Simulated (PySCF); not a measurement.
# C8H6F3 radical: open-shell or spin-flip excitations

What do calculations give for the open-shell or spin-flip excitations of C8H6F3 radical (`FC(F)(F)Cc1cc[c]cc1`)?

Programs: PySCF 2.14.0, with routines of our own; each step states its level. All values are computed. Atoms count from 0.

## 1. The system as given

17 atoms, charge 0, multiplicity 2; geometry from: GFN2-xTB.

## 2. Open-shell or spin-flip excitations: unrestricted TDDFT CAM-B3LYP/def2-SVP

The job: settings as JSON, then the geometry in Å.

```
{"job": {"kind": "uabs", "xc": "CAM-B3LYP", "basis": "def2-SVP", "nstates": 10, "tda": false}, "charge": 0, "multiplicity": 2}
F     -1.829205    -0.996162     1.571113
C     -2.192107    -0.173178     0.577627
F     -2.123547     1.073173     1.065183
F     -3.493675    -0.416428     0.342297
C     -1.347810    -0.358196    -0.671878
C      0.102144    -0.073996    -0.364833
C      0.928293    -1.097864     0.079486
C      2.258638    -0.833834     0.395175
C      2.691357     0.450722     0.251806
C      1.922676     1.492816    -0.173757
C      0.593796     1.218881    -0.487063
H     -1.487754    -1.386816    -1.008365
H     -1.734735     0.325607    -1.429386
H      0.542760    -2.101572     0.187119
H      2.904797    -1.624853     0.742259
H      2.309621     2.495596    -0.265837
H     -0.052249     2.018132    -0.820857
```

Level: unrestricted TDDFT CAM-B3LYP/def2-SVP, vertical, gas phase, core orbitals frozen in the response.

Started as:

```console
> OMP_NUM_THREADS=1 python excited_run.py task.json out
```

This one command runs all jobs of the session in turn.

The log of the run:

```text
coarse grid: 15672 points
cycle   1  E = -606.9488729177  dE =  2.229e+00  |g| = 6.845e-01  |ddm| = 3.594e+00
cycle   2  E = -606.9023850031  dE =  4.649e-02  |g| = 8.440e-01  |ddm| = 1.257e+00
cycle   3  E = -607.1300337503  dE = -2.276e-01  |g| = 4.288e-02  |ddm| = 6.121e-01
cycle   4  E = -607.1310322079  dE = -9.985e-04  |g| = 2.559e-02  |ddm| = 8.549e-02
cycle   5  E = -607.1314225615  dE = -3.904e-04  |g| = 8.562e-03  |ddm| = 4.502e-02
cycle   6  E = -607.1314913650  dE = -6.880e-05  |g| = 4.299e-03  |ddm| = 1.448e-02
cycle   7  E = -607.1315232617  dE = -3.190e-05  |g| = 2.049e-03  |ddm| = 9.470e-03
cycle   8  E = -607.1315397247  dE = -1.646e-05  |g| = 1.295e-03  |ddm| = 7.295e-03
cycle   9  E = -607.1315486429  dE = -8.918e-06  |g| = 9.012e-04  |ddm| = 6.103e-03
final grid: 156712 points
cycle  10  E = -607.2322587598  dE = -4.472e-05  |g| = 3.627e-03  |ddm| = 2.413e-02
cycle  11  E = -607.2322597942  dE = -1.034e-06  |g| = 3.888e-03  |ddm| = 7.185e-03
cycle  12  E = -607.2322652915  dE = -5.497e-06  |g| = 5.144e-04  |ddm| = 3.242e-03
cycle  13  E = -607.2322657631  dE = -4.716e-07  |g| = 3.583e-04  |ddm| = 9.885e-04
cycle  14  E = -607.2322662357  dE = -4.726e-07  |g| = 2.381e-04  |ddm| = 1.168e-03
cycle  15  E = -607.2322665928  dE = -3.571e-07  |g| = 1.731e-04  |ddm| = 1.420e-03
cycle  16  E = -607.2322667258  dE = -1.330e-07  |g| = 4.219e-05  |ddm| = 1.179e-03
cycle  17  E = -607.2322667328  dE = -6.967e-09  |g| = 1.666e-05  |ddm| = 2.610e-04
cycle  18  E = -607.2322667333  dE = -5.712e-10  |g| = 8.755e-06  |ddm| = 6.065e-05
converged SCF energy = -607.2322667333

Static polarisability (au): isotropic 75.890, principal 46.223 86.280 95.166

<S^2> of the reference = 0.7594 (exact 0.7500)

Excitations
state   eV       nm        f      <S^2>   main configurations
  1   3.1545    393.0   0.00092   0.763   Hb->Lb 0.91
  2   3.7084    334.3   0.00001   2.750   H-2a->La 0.28, H-1b->L+1b 0.28, H-1a->L+1a 0.20, Hb->L+2b 0.19
  3   3.9252    315.9   0.00000   0.780   H-1b->Lb 1.00
  4   4.8079    257.9   0.00022   2.702   Hb->L+1b 0.54, H-1a->La 0.32, H-2a->L+1a 0.10
  5   4.9652    249.7   0.00000   2.745   H-1a->L+1a 0.30, Hb->L+2b 0.28, H-1b->L+1b 0.21, H-2a->La 0.20
  6   5.1716    239.7   0.00001   0.838   Ha->La 0.99
  7   5.1728    239.7   0.00478   0.795   Ha->L+1a 0.93
  8   5.3987    229.7   0.00093   2.660   H-2a->L+1a 0.57, H-1b->L+2b 0.26, H-1a->La 0.12
  9   5.6838    218.1   0.00495   0.892   H-1a->La 0.35, H-1b->L+2b 0.34, Hb->L+1b 0.24
 10   6.4049    193.6   0.00063   0.759   Hb->L+2b 0.26, H-1a->L+1a 0.24, H-2a->La 0.24, H-1b->L+1b 0.24
```

Run time: 1.9 min. Hardware: 1 thread of Arm Neoverse V1, shared host; peak memory 0.84 GiB.

In short:

```
quantity  value
    ⟨S²⟩  0.759
```

Löwdin spin populations:

F0 0.00; C1 0.00; F2 0.00; F3 0.00; C4 0.00; C5 -0.04; C6 0.06; C7 -0.01; C8 0.90; C9 -0.01; C10 0.06; H11 0.00; H12 0.00; H13 0.01; H14 0.02; H15 0.02; H16 0.01

## 3. Open-shell or spin-flip excitations: unrestricted TDDFT M06-2X/6-311G**

The job, as its differences from that of step 2:

```diff
@@ -1,2 +1,2 @@
-{"job": {"kind": "uabs", "xc": "CAM-B3LYP", "basis": "def2-SVP", "nstates": 10, "tda": false}, "charge": 0, "multiplicity": 2}
+{"job": {"kind": "uabs", "xc": "M06-2X", "basis": "6-311G**", "nstates": 6, "tda": false}, "charge": 0, "multiplicity": 2}
 F     -1.829205    -0.996162     1.571113
```

Level: unrestricted TDDFT M06-2X/6-311G**, vertical, gas phase, core orbitals frozen in the response.

The log of the run:

```text
coarse grid: 72176 points
cycle   1  E = -607.6919939287  dE =  2.499e+00  |g| = 6.581e-01  |ddm| = 2.734e+00
cycle   2  E = -607.6755451946  dE =  1.645e-02  |g| = 7.790e-01  |ddm| = 8.319e-01
cycle   3  E = -607.8598504628  dE = -1.843e-01  |g| = 4.740e-02  |ddm| = 4.154e-01
cycle   4  E = -607.8611901026  dE = -1.340e-03  |g| = 3.106e-02  |ddm| = 6.945e-02
cycle   5  E = -607.8617537440  dE = -5.636e-04  |g| = 1.232e-02  |ddm| = 3.952e-02
cycle   6  E = -607.8618861783  dE = -1.324e-04  |g| = 6.043e-03  |ddm| = 1.717e-02
cycle   7  E = -607.8619310512  dE = -4.487e-05  |g| = 2.041e-03  |ddm| = 1.222e-02
cycle   8  E = -607.8619393679  dE = -8.317e-06  |g| = 9.541e-04  |ddm| = 5.112e-03
final grid: 156712 points
cycle   9  E = -607.8633825868  dE = -1.252e-05  |g| = 1.506e-03  |ddm| = 8.997e-03
cycle  10  E = -607.8633838678  dE = -1.281e-06  |g| = 1.209e-03  |ddm| = 2.315e-03
cycle  11  E = -607.8633846714  dE = -8.036e-07  |g| = 3.655e-04  |ddm| = 1.047e-03
cycle  12  E = -607.8633849748  dE = -3.034e-07  |g| = 2.691e-04  |ddm| = 7.571e-04
cycle  13  E = -607.8633851610  dE = -1.862e-07  |g| = 1.353e-04  |ddm| = 6.960e-04
cycle  14  E = -607.8633852228  dE = -6.182e-08  |g| = 7.627e-05  |ddm| = 5.117e-04
cycle  15  E = -607.8633852325  dE = -9.765e-09  |g| = 1.431e-05  |ddm| = 2.305e-04
cycle  16  E = -607.8633852327  dE = -1.937e-10  |g| = 5.512e-06  |ddm| = 3.054e-05
converged SCF energy = -607.8633852327

Static polarisability (au): isotropic 77.933, principal 47.253 87.495 99.049

<S^2> of the reference = 0.7616 (exact 0.7500)

Excitations
state   eV       nm        f      <S^2>   main configurations
  1   3.1302    396.1   0.00107   0.772   Hb->Lb 0.90
  2   4.2082    294.6   0.00000   0.809   H-1b->Lb 0.99
  3   4.4246    280.2   0.00011   2.751   H-1a->La 0.30, H-1b->L+1b 0.30, Hb->L+2b 0.19, H-2a->L+1a 0.18
  4   4.8663    254.8   0.00405   0.802   Ha->L+1a 0.93
  5   4.9563    250.2   0.00073   2.630   Hb->L+1b 0.62, H-2a->La 0.26, H-1a->L+1a 0.10
  6   5.0044    247.8   0.00001   0.858   Ha->La 0.99
```

It took 3.4 min on 1 thread of Arm Neoverse V1, shared host; peak memory 0.96 GiB.

From this job:

```csv
quantity,value
⟨S²⟩,0.762
```

## 4. Summary of results

| quantity | value |
| --- | --- |
| lowest and brightest state of nearly pure spin, of 10 (step 2, unrestricted TDDFT CAM-B3LYP/def2-SVP) | 3.15 eV; 5.68 eV, f = 0.005 |
| lowest and brightest state of nearly pure spin, of 6 (step 3, unrestricted TDDFT M06-2X/6-311G**) | 3.13 eV; 4.87 eV, f = 0.004 |

States whose ⟨S²⟩ lies well above the reference's are mixtures of spin states, an artefact of the unrestricted response, and are left out of the summary. The lowest state of nearly pure spin runs from 3.13 to 3.15 eV over the runs.
